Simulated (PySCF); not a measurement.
# CuH9N3F+: ligand-field states

Programs: PySCF 2.14.0, with routines of our own; each step states its level. All values are computed. Atoms count from 0.

## (1) The system as given

14 atoms, charge 1, states of the metal's open shell are computed; geometry from: GFN2-xTB, shaken.

## (2) Geometry optimisation at B3LYP-D3(BJ)/def2-SVP

The job: settings as JSON, then the geometry in Å.

```
{"job": {"xc": "B3LYP", "basis": "def2-SVP", "d3": "d3bj", "grid": 1, "maxiter": 40, "kind": "geom"}, "charge": 1, "metal": "Cu", "open_shell": "d9"}
Cu     0.002550    -0.401860     0.000150
N      2.098140    -0.570680    -0.027940
H      2.579920    -0.108210    -0.809930
H      2.212660    -1.566720    -0.092630
H      2.564620    -0.290160     0.849630
N      0.007310     1.623600    -0.002260
H     -0.806650     1.991660     0.523250
H     -0.097940     1.974230    -0.941690
H      0.858360     2.018960     0.357880
N     -2.115640    -0.565710     0.018030
H     -2.635810    -0.048800    -0.706420
H     -2.529080    -0.366310     0.915390
H     -2.222860    -1.546200    -0.185850
F     -0.000360    -2.171040    -0.020100
```

Started as:

```sh
> OMP_NUM_THREADS=1 python lf_run.py task.json out
```

This one command runs all jobs of the session in turn.

Q: Estimate the wall time and peak memory of this first job on 1 thread of Arm Neoverse N1, shared host.

About 2.6 min, with a peak of 0.52 GiB.
